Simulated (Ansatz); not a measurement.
# CH₅ClFGeN: basis-set convergence

The task here is to estimate one member of a computed series from the others.

Program: Ansatz 0.2.0, Gaussian basis. Level of theory: one geometry, several basis sets. These are calculated values, not measurements.

Levels to be run: PBE0-D4/def2-SVP; ωB97M-V/def2-SVP; PBE0-D4/def2-QZVPP; ωB97M-V/def2-QZVPP; the functionals' def2-TZVPP values are taken from earlier runs.

### The geometry

An earlier PBE0-D4 in a triple-zeta def2 set relaxation fixed the geometry.

SMILES `C[NH][GeH]([F])[Cl]`, 10 atoms, charge 0, spin multiplicity 1.

Atoms are counted from 1 here; the program's logs count them from 0.

Bond lengths: C1–N2 1.453 Å, C1–H6 1.097 Å, C1–H7 1.093 Å, C1–H8 1.093 Å, N2–Ge3 1.801 Å, N2–H9 1.011 Å, Ge3–F4 1.726 Å, Ge3–Cl5 2.152 Å, Ge3–H10 1.526 Å. Angles: N2–C1–H6 114.0°, N2–C1–H7 109.7°, N2–C1–H8 109.8°, H6–C1–H7 107.7°, H6–C1–H8 108.4°, H7–C1–H8 106.9°, C1–N2–Ge3 119.9°, C1–N2–H9 113.0°, Ge3–N2–H9 113.3°, N2–Ge3–F4 105.3°, N2–Ge3–Cl5 114.1°, N2–Ge3–H10 113.3°, F4–Ge3–Cl5 104.9°, F4–Ge3–H10 110.5°, Cl5–Ge3–H10 108.3°.

The first run:

Input file in.yaml:

```yaml
crystal:
  periodic: [false, false, false]
  atoms:
    - {symbol: C, position_ang: [0.967261, 1.024580, -0.362658]}
    - {symbol: N, position_ang: [-0.194593, 0.599380, 0.399930]}
    - {symbol: Ge, position_ang: [-0.664665, -1.139527, 0.423072]}
    - {symbol: F, position_ang: [-2.092275, -1.213436, 1.390508]}
    - {symbol: Cl, position_ang: [-1.255145, -1.915134, -1.495247]}
    - {symbol: H, position_ang: [0.805683, 1.046382, -1.447014]}
    - {symbol: H, position_ang: [1.805462, 0.351314, -0.164567]}
    - {symbol: H, position_ang: [1.277194, 2.021386, -0.040093]}
    - {symbol: H, position_ang: [-0.982330, 1.224602, 0.301404]}
    - {symbol: H, position_ang: [0.416509, -2.050748, 0.997466]}
basis:
  gaussian: {orbitals: def2-SVP}
hamiltonian: {xc: pbe0, dispersion: d4}
output: {orbitals: {seedname: orbitals}}
```

Started as:

```console
ansatz run in.yaml --threads 2 --pin off --events-out ev --progress --plain --max-ram 22528MiB --backend cpu
```

Steps of the session up to this table: PBE0-D4 in def2-SVP; ωB97M-V in def2-SVP; PBE0-D4 in def2-QZVPP; ωB97M-V in def2-QZVPP.

One of the session's tables, all rows but one given; the rest of the session is left out.

```
functional       basis  HOMO (eV)  LUMO (eV)
   PBE0-D4    def2-SVP      -7.40       0.39
   PBE0-D4  def2-TZVPP      -7.53       0.03
   PBE0-D4  def2-QZVPP      -7.57      -0.13
   ωB97M-V    def2-SVP      -9.70       2.49
   ωB97M-V  def2-TZVPP          ?          ?
   ωB97M-V  def2-QZVPP      -9.90       1.51
```

Estimate the missing values for ωB97M-V, def2-TZVPP.

**Answer.** HOMO (eV): -9.85; LUMO (eV): 1.96. In the column «HOMO (eV)» it lies between ωB97M-V, def2-QZVPP (-9.90) and ωB97M-V, def2-SVP (-9.70).
